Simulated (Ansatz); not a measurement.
# GeF2 (triplet): from Hartree-Fock to the top rungs, cc-pVDZ

How much of the correlation energy of GeF2 (triplet) does each wave-function method recover here?

The runs use Ansatz 0.2.0, Gaussian basis; cc-pVDZ, core rule «outside noble gas», up to 16 orbitals frozen.

To be run: UHF; CCSD(T) on ROHF; CCSD(T) on UHF; BCCD(T) on ROHF; CISD as a restricted active space (open shells left free, so some higher excitations enter); CCSDT(Q) on ROHF; CCSDT(Q) on UHF; CASSCF and MRCISD+Q, 14 electrons in 10 orbitals; CASSCF and NEVPT2, 14 electrons in 10 orbitals.

28 further runs of the same task are left out: 5 for a known fault of the program, 7 that didn't finish, 16 set aside as unsound or not needed. Runs told in other sessions of the task aren't counted.

**1. The geometry**

The geometry is a PBE0/def2-TZVP stationary point (not a proven minimum). No spin-orbit coupling is included. The filled d shell of Ge may be among the frozen orbitals whatever the setting's name suggests.

3 atoms, charge 0, spin multiplicity 3.

Atoms are counted from 1 here; the program's logs count them from 0.

Bond lengths: Ge1–F2 1.738 Å, Ge1–F3 1.738 Å. Angles: F2–Ge1–F3 113.8°.

**2. UHF**

File in.yaml:

```yaml
crystal:
  periodic: [false, false, false]
  atoms:
    - {symbol: Ge, position_ang: [0.000000, -0.325890, 0.000000]}
    - {symbol: F, position_ang: [0.000000, 0.623017, -1.456249]}
    - {symbol: F, position_ang: [0.000000, 0.623017, 1.456249]}
basis:
  gaussian: {orbitals: cc-pVDZ}
magnetization: {spin_polarized: true, initial_magnetization: 2}
hamiltonian: {xc: hf}
output: {orbitals: {seedname: orbitals}}
```

Started as:

```
$ ansatz run in.yaml --threads 1 --pin off --events-out ev --progress --plain --max-ram 2393MiB
```

The runs that follow: CCSD(T) on ROHF; CCSD(T) on UHF; BCCD(T) on ROHF; CISD as a restricted active space (open shells left free, so some higher excitations enter); CCSDT(Q) on ROHF; CCSDT(Q) on UHF; CASSCF and MRCISD+Q, 14 electrons in 10 orbitals; CASSCF and NEVPT2, 14 electrons in 10 orbitals.

**Question.** What will the summary of the whole plan be? Wanted: UCCSDT(Q) from the RHF energy; RMP2 from UCCSDT(Q); UMP2 from UCCSDT(Q); RCCSD from UCCSDT(Q); RCCSD(T) from UCCSDT(Q); UCCSD(T) from UCCSDT(Q); RCCSDT(Q) from UCCSDT(Q); NEVPT2 valence from UCCSDT(Q); MRCISD+Q valence from UCCSDT(Q).

**Answer**, as computed:

| quantity | value |
| --- | --- |
| UCCSDT(Q) from the ROHF energy | -12.3124 eV |
| RMP2 from UCCSDT(Q) | +459.2 meV |
| UMP2 from UCCSDT(Q) | +445.5 meV |
| RCCSD from UCCSDT(Q) | +294.4 meV |
| RCCSD(T) from UCCSDT(Q) | +65.6 meV |
| UCCSD(T) from UCCSDT(Q) | +54.0 meV |
| RCCSDT(Q) from UCCSDT(Q) | +17.1 meV |
| NEVPT2 valence from UCCSDT(Q) | +1026.7 meV |
| MRCISD+Q valence from UCCSDT(Q) | +191.6 meV |
| levels within 1 kcal/mol (43 meV) | UCCSDT, RCCSDT(Q) |
| T1 diagnostic | 0.023 |
| effectively unpaired electrons | 2.01 |

**Reading.** RCCSD(T) misses by +65.6 meV, 0.5 % of the correlation energy. One determinant dominates. Of the multireference levels listed MRCISD+Q valence comes nearest in total energy (+191.6 meV), which doesn't show that its space is the better one. These misses are within one basis, not against nature; the frozen cores of restricted and unrestricted runs differ, which can shift their rows.
